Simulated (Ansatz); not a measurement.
# LaAlSi: the cost of one run

Computed with Ansatz 0.2.0 (DFT PBEsol, scalar-relativistic, plane waves, PAW, unless a step's input says otherwise).

### 1 The system as given

It takes space group I4_1md (No. 109, tetragonal). The conventional cell has a = 4.334 Å, b = 4.334 Å, c = 14.648 Å, α = 90.00°, β = 90.00°, γ = 90.00°. La (site symmetry 2mm) has 6 Si at 3.26 to 3.30 Å and 6 Al at 3.27 to 3.30 Å as nearest neighbours. Al (site symmetry 2mm) is surrounded by 3 Si at 2.44 to 2.49 Å. Around Si (site symmetry 2mm) lie 3 Al at 2.44 to 2.49 Å and 6 La at 3.26 to 3.30 Å.

Structure file:

```
CELL_PARAMETERS angstrom
-2.16688 2.16688 7.32415
2.16688 -2.16688 7.32415
2.16688 2.16688 -7.32415
ATOMIC_POSITIONS crystal
La 0.37503 0.87503 0.50000
La 0.62503 0.62503 0.00000
Al 0.20826 0.20826 0.00000
Al 0.95826 0.45826 0.50000
Si 0.79171 0.29171 0.50000
Si 0.04171 0.04171 0.00000
```

The structure comes from the Materials Project (structure only).

(A quick probe on a coarse mesh, which set the mesh and smearing, is not shown.)

### 3 The relaxation

input.yaml reads:

```yaml
crystal:
  lattice:
    - [-2.16687809, 2.16687809, 7.32415064]
    - [2.16687809, -2.16687809, 7.32415064]
    - [2.16687809, 2.16687809, -7.32415064]
  atoms:
    - { symbol: La, position: [0.37502555, 0.87502555, 0.5] }
    - { symbol: La, position: [0.62502555, 0.62502555, 0.0] }
    - { symbol: Al, position: [0.20826459, 0.20826459, 0.0] }
    - { symbol: Al, position: [0.95826459, 0.45826459, 0.5] }
    - { symbol: Si, position: [0.79170886, 0.29170886, 0.5] }
    - { symbol: Si, position: [0.04170886, 0.04170886, 0.0] }
basis:
  ecutwfc: 420
kpoints:
  mp_grid: { grid: [12, 12, 12] }
hamiltonian:
  xc: pbesol
scf:
  occupations: { method: gaussian, width: 0.1 }
output:
  forces: true
  stress: true
  eigenvalues: true
  write_density: true
  write_potential: true
  elf: true
  volumetric_format: npy
relax:
  adjacent_minimum: "off"
  f_tol: 0.005
  max_steps: 80
  cell: { stress_tol: 0.05 }
```

On the command line:

```sh
$ ansatz run input.yaml --threads 4 --pin off --max-ram 10240MiB --backend cpu --events-out ev --progress --plain --runs-dir out
```

What time and memory should one allow on 4 threads of Arm Neoverse V1, shared host?

About 2 min, with a peak of 0.82 GiB.
